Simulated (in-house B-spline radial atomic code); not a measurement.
**Tl⁴⁸⁺: ionisation energy by several methods**

Aim: the ionisation energy of Tl⁴⁸⁺ by several methods, each as the difference of two self-consistent energies (Tl⁴⁸⁺ and the next ion, [Ar] 3d10 4s2 4p2).

Method: Dirac-Coulomb, several functionals; spherical all-electron atom at the radial basis limit. Code: in-house B-spline radial atomic code version 1.

## Step 1: What is computed

| Item | Value |
| --- | --- |
| element | thallium (Z = 81) |
| charge | +48 |
| electrons | 33 |
| configuration | [Ar] 3d10 4s2 4p3 |
| nucleus | Fermi, rms radius 5.476 fm |

Outer shells as boxes (Hund's rule):

[Ar] 3d10 4s2 4p3
```
[Ar] core
3d [↑↓][↑↓][↑↓][↑↓][↑↓]
4s [↑↓]
4p [↑ ][↑ ][↑ ]
```

The boxes only draw the filling; these runs are spin-restricted and spherical.

## Step 2: PBE, a GGA

Settings of the run:

```ini
Z = 81
electrons = 33.0
configuration = [Ar] 3d10 4s2 4p3
hamiltonian = dirac
method = pbe,pbe
spin_polarised = False
nucleus = fermi
rms_radius = 5.4759
mass_number = 205
atomic_mass = 204.974427318
speed_of_light = 137.035999084
```

## Step 3: RPBE, a GGA

The settings differ from step 2 so:

```diff
@@ -4,3 +4,3 @@
 hamiltonian = dirac
-method = pbe,pbe
+method = rpbe,pbe
 spin_polarised = False
```

## Step 4: LDA (VWN5)

The settings differ from step 3 so:

```diff
@@ -4,3 +4,3 @@
 hamiltonian = dirac
-method = rpbe,pbe
+method = lda,vwn
 spin_polarised = False
```

Q: The tabulated ionisation energy is 2635 ± 4 eV (tabulated theoretical; NIST Atomic Spectra Database). What does each method give, and which comes nearest?

The runs gave:

| method | rung | total energy (hartree) | ΔSCF (eV) | with Breit, QED, recoil (eV) | −ε highest (eV) | corrected ΔSCF less tabulated (eV) |
| --- | --- | --- | --- | --- | --- | --- |
| LDA (VWN5) | LDA | -18618.8101 | 2695.38 | 2692.27 | 2609.87 (4p3/2) | +57.27 |
| PBE | GGA | -18630.4132 | 2694.69 | 2691.58 | 2609.49 (4p3/2) | +56.58 |
| RPBE | GGA | -18631.1336 | 2694.41 | 2691.30 | 2609.34 (4p3/2) | +56.30 |

**Reading.** Against the tabulated ionisation energy, 2635 ± 4 eV (tabulated theoretical; NIST Atomic Spectra Database), the best here is RPBE (+56.30 eV) and the worst LDA (VWN5) (+57.27 eV, or 2.2 %). All methods miss on the same side by much the same amount, which points to something that they share. PBE is off by +56.58 eV. Open shells are averaged (over orientations, and over spins where the run is restricted), while tables refer to the lowest levels. For the semilocal functionals minus the highest level recovers only 97 % of their own ΔSCF value, a mark of self-interaction.

Members of this set that are not shown: 1 used exact exchange with fractional occupations of an open shell, which is unsound here.
